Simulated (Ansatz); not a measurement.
Here is an Ansatz input file for C3H2FNSe, SMILES Fc1cnc[se]1. Write the same calculation for the Python package.

```yaml
crystal:
  periodic: [false, false, false]
  atoms:
    - { symbol: F, position_ang: [2.5291, -0.3478, 0.1526] }
    - { symbol: C, position_ang: [1.1749, -0.3639, 0.1019] }
    - { symbol: C, position_ang: [0.4711, 0.8053, -0.1051] }
    - { symbol: "N", position_ang: [-0.8728, 0.7788, -0.1537] }
    - { symbol: C, position_ang: [-1.5279, -0.3859, -0.0007] }
    - { symbol: Se, position_ang: [-0.1617, -1.8224, 0.2733] }
    - { symbol: H, position_ang: [0.9956, 1.7437, -0.2285] }
    - { symbol: H, position_ang: [-2.6083, -0.4077, -0.0397] }
basis:
  gaussian:
    orbitals: def2-SVP
hamiltonian:
  xc: pbe0
  dispersion: d4
relax:
  f_tol: 0.005
```

Script `c3h2fnse_opt.py`:
```python
'''Relax the C3H2FNSe molecule.'''

import itertools

import ansatz as az
from ase.data import atomic_numbers, covalent_radii
import numpy as np

c3h2fnse = (
    az.Crystal.molecule()
    .atom('F', (2.5291, -0.3478, 0.1526))
    .atom('C', (1.1749, -0.3639, 0.1019))
    .atom('C', (0.4711, 0.8053, -0.1051))
    .atom('N', (-0.8728, 0.7788, -0.1537))
    .atom('C', (-1.5279, -0.3859, -0.0007))
    .atom('Se', (-0.1617, -1.8224, 0.2733))
    .atom('H', (0.9956, 1.7437, -0.2285))
    .atom('H', (-2.6083, -0.4077, -0.0397))
)

job = (
    c3h2fnse.calculation()
    .basis(gaussian='def2-SVP')
    .functional('pbe0', dispersion='d4')
)
symbols = [site.symbol for site in c3h2fnse.cartesian_sites]
start = np.array([site.position_ang for site in c3h2fnse.cartesian_sites], dtype=float)
def progress(event):
    if event['event'] == 'relax_step':
        row = event['data']
        print(f'step {row["step"]:3d}  E = {row["lagrangian_ev"]:.6f} eV  largest force component {row["allowed_force_max_ev_ang"]:.4f} eV/A')


rep = job.relax(force_tolerance=0.005).session().plan().execute(on_event=progress).report
end = np.array(rep['positions_ang'])

for key in ('converged', 'free_energy_ev', 'reference_energy_ev', 'n_frozen', 'n_occupied', 'n_virtual'):
    print(f'{key:22s} {rep[key]}')

# pairs closer than 1.2 times the sum of covalent radii, before or after
radius = [covalent_radii[atomic_numbers[s]] for s in symbols]
span = lambda where, i, j: np.linalg.norm(where[i] - where[j])
bonded = [(i, j) for i, j in itertools.combinations(range(len(symbols)), 2) if min(span(start, i, j), span(end, i, j)) < 1.2 * (radius[i] + radius[j])]
print('pair        before    after (A)')
for i, j in bonded:
    print(f'{symbols[i]}{i}-{symbols[j]}{j}'.ljust(10), f'{span(start, i, j):8.4f} {span(end, i, j):8.4f}')
for first, second in list(itertools.combinations(bonded, 2)):
    shared = set(first) & set(second)
    if shared and symbols[(j := shared.pop())] != 'H':
        i, k = sorted((set(first) | set(second)) - {j})
        u, v = end[i] - end[j], end[k] - end[j]
        angle = np.degrees(np.arccos(np.clip(u @ v / np.linalg.norm(u) / np.linalg.norm(v), -1, 1)))
        print(f'final angle {symbols[i]}{i}-{symbols[j]}{j}-{symbols[k]}{k}: {angle:.2f} deg')

charges = rep['charge_distribution']
dipole = np.array(charges['dipole_moment_e_ang']) * 4.803205
print('dipole (D): {:.3f} {:.3f} {:.3f}, length {:.3f}'.format(*dipole, np.linalg.norm(dipole)))
print('atom  Mulliken   Lowdin')
for symbol, m, l in zip(symbols, charges['mulliken_charges_e'], charges['lowdin_charges_e']):
    print(f'{symbol:4s} {m:9.3f} {l:8.3f}')
with open('c3h2fnse_opt.xyz', 'w') as handle:
    handle.write(f'{len(symbols)}\nrelaxed C3H2FNSe\n')
    handle.writelines(f'{s:2s} {x:11.6f} {y:11.6f} {z:11.6f}\n' for s, (x, y, z) in zip(symbols, end))
```

```console
$ python c3h2fnse_opt.py
step   1  E = -72669.154314 eV  largest force component 4.9030 eV/A
step   2  E = -72669.765252 eV  largest force component 1.8404 eV/A
step   3  E = -72669.870116 eV  largest force component 0.7098 eV/A
step   4  E = -72669.883293 eV  largest force component 0.2538 eV/A
step   5  E = -72669.885204 eV  largest force component 0.0831 eV/A
step   6  E = -72669.885482 eV  largest force component 0.0134 eV/A
step   7  E = -72669.885469 eV  largest force component 0.0333 eV/A
step   8  E = -72669.885484 eV  largest force component 0.0109 eV/A
step   9  E = -72669.885495 eV  largest force component 0.0016 eV/A
converged              True
free_energy_ev         -72669.88551516208
reference_energy_ev    -72669.68967751463
n_frozen               0
n_occupied             [35, 35]
n_virtual              [77, 77]
pair        before    after (A)
F0-C1        1.3552   1.3149
C1-C2        1.3803   1.3623
C1-Se5       1.9857   1.8676
C2-N3        1.3450   1.3656
C2-H6        1.0821   1.0916
N3-C4        1.3450   1.2872
C4-Se5       2.0013   1.8827
C4-H7        1.0813   1.0932
final angle F0-C1-C2: 126.41 deg
final angle F0-C1-Se5: 122.07 deg
final angle C2-C1-Se5: 111.52 deg
final angle C1-C2-N3: 116.15 deg
final angle C1-C2-H6: 123.25 deg
final angle C1-Se5-C4: 83.08 deg
final angle N3-C2-H6: 120.60 deg
final angle C2-N3-C4: 113.86 deg
final angle N3-C4-Se5: 115.40 deg
final angle N3-C4-H7: 124.25 deg
final angle Se5-C4-H7: 120.35 deg
dipole (D): -0.305 -1.262 0.182, length 1.311
atom  Mulliken   Lowdin
F       -0.166    0.135
C        0.080   -0.270
C        0.032   -0.154
N       -0.170    0.086
C       -0.055   -0.193
Se       0.137    0.377
H        0.057    0.018
H        0.085    0.000
```

Reading the output:
- Total energies depend on the basis set; only differences at equal settings carry meaning.
- The end point is the stationary point reached from this start; no frequency run checks that it is a minimum, and the basis set is modest.
- The Löwdin charges here are taken after orthogonalising the functions within each atom; they differ from plain Löwdin charges, and their signs can be unphysical.
- Total less reference energy is the dispersion correction.
- It ran for 39 s on 1 thread of INTEL(R) XEON(R) PLATINUM 8581C CPU @ 2.30GHz (Emerald Rapids) (shared host), peak memory 0.37 GiB.

(Lines on the test bed's own set-up are left out of the output.)
